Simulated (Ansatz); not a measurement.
# C2H10AlNSi: how energies converge with the basis set

How large a basis does C2H10AlNSi need? Two functionals are run in growing sets.

Method: one geometry, several basis sets; program: Ansatz 0.2.0, Gaussian basis.

The runs, in order: PBE0-D4/def2-SVP; ωB97M-V/def2-SVP; PBE0-D4/def2-QZVPP; ωB97M-V/def2-QZVPP; the functionals' def2-TZVPP values are taken from earlier runs.

### 1 The relaxed structure

The geometry comes from an earlier relaxation with PBE0-D4 in a triple-zeta def2 set; it is a stationary point, not always the lowest conformer.

15 atoms, charge 0, spin multiplicity 1.

Atoms are counted from 1 here; the program's logs count them from 0.

Bond lengths: C1–Al2 1.949 Å, C1–H6 1.093 Å, C1–H7 1.095 Å, C1–H8 1.095 Å, Al2–N3 1.786 Å, Al2–H9 1.585 Å, N3–Si4 1.728 Å, N3–H10 1.013 Å, Si4–C5 1.869 Å, Si4–H11 1.488 Å, Si4–H12 1.494 Å, C5–H13 1.093 Å, C5–H14 1.093 Å, C5–H15 1.094 Å. Angles: Al2–C1–H6 113.1°, Al2–C1–H7 110.8°, Al2–C1–H8 111.0°, H6–C1–H7 107.6°, H6–C1–H8 107.8°, H7–C1–H8 106.3°, C1–Al2–N3 119.7°, C1–Al2–H9 123.4°, N3–Al2–H9 116.9°, Al2–N3–Si4 129.4°, Al2–N3–H10 116.2°, Si4–N3–H10 114.4°, N3–Si4–C5 113.1°, N3–Si4–H11 106.6°, N3–Si4–H12 110.9°, C5–Si4–H11 110.0°, C5–Si4–H12 107.9°, H11–Si4–H12 108.3° and more.

### 2 PBE0-D4 in def2-SVP

File in.yaml:

```yaml
crystal:
  periodic: [false, false, false]
  atoms:
    - {symbol: C, position_ang: [-2.202080, -1.423671, -1.900474]}
    - {symbol: Al, position_ang: [-0.643470, -1.347065, -0.732398]}
    - {symbol: N, position_ang: [0.136510, 0.224138, -0.398897]}
    - {symbol: Si, position_ang: [1.529821, 0.576473, 0.560806]}
    - {symbol: C, position_ang: [1.149863, 1.666577, 2.030184]}
    - {symbol: H, position_ang: [-2.528727, -0.438942, -2.244349]}
    - {symbol: H, position_ang: [-1.993661, -2.031761, -2.787133]}
    - {symbol: H, position_ang: [-3.048813, -1.898210, -1.393939]}
    - {symbol: H, position_ang: [-0.010660, -2.622637, -0.037116]}
    - {symbol: H, position_ang: [-0.279394, 1.032811, -0.844409]}
    - {symbol: H, position_ang: [2.069045, -0.731106, 1.023073]}
    - {symbol: H, position_ang: [2.580676, 1.255871, -0.254606]}
    - {symbol: H, position_ang: [0.738902, 2.627851, 1.709731]}
    - {symbol: H, position_ang: [0.422603, 1.191150, 2.692720]}
    - {symbol: H, position_ang: [2.057584, 1.867720, 2.606005]}
basis:
  gaussian: {orbitals: def2-SVP}
hamiltonian: {xc: pbe0, dispersion: d4}
output: {orbitals: {seedname: orbitals}}
```

After this run come: ωB97M-V in def2-SVP; PBE0-D4 in def2-QZVPP; ωB97M-V in def2-QZVPP.

Q: Predict the results of all the runs planned. Wanted: PBE0-D4: double and triple zeta above quadruple; ωB97M-V: double and triple zeta above quadruple.

**Answer**, as computed:

| quantity | value |
| --- | --- |
| PBE0-D4: double and triple zeta above quadruple | 10.14, 0.71 eV |
| ωB97M-V: double and triple zeta above quadruple | 10.36, 0.68 eV |

In words: PBE0-D4 gains 9.42 eV from double to triple zeta, then 0.71 eV more. These are total energies; as a rule much of such shifts cancels in differences, which this series doesn't test. The LUMO of ωB97M-V is positive and keeps falling with the basis (1.43 to 0.78 eV): an unbound level that the basis holds in place.
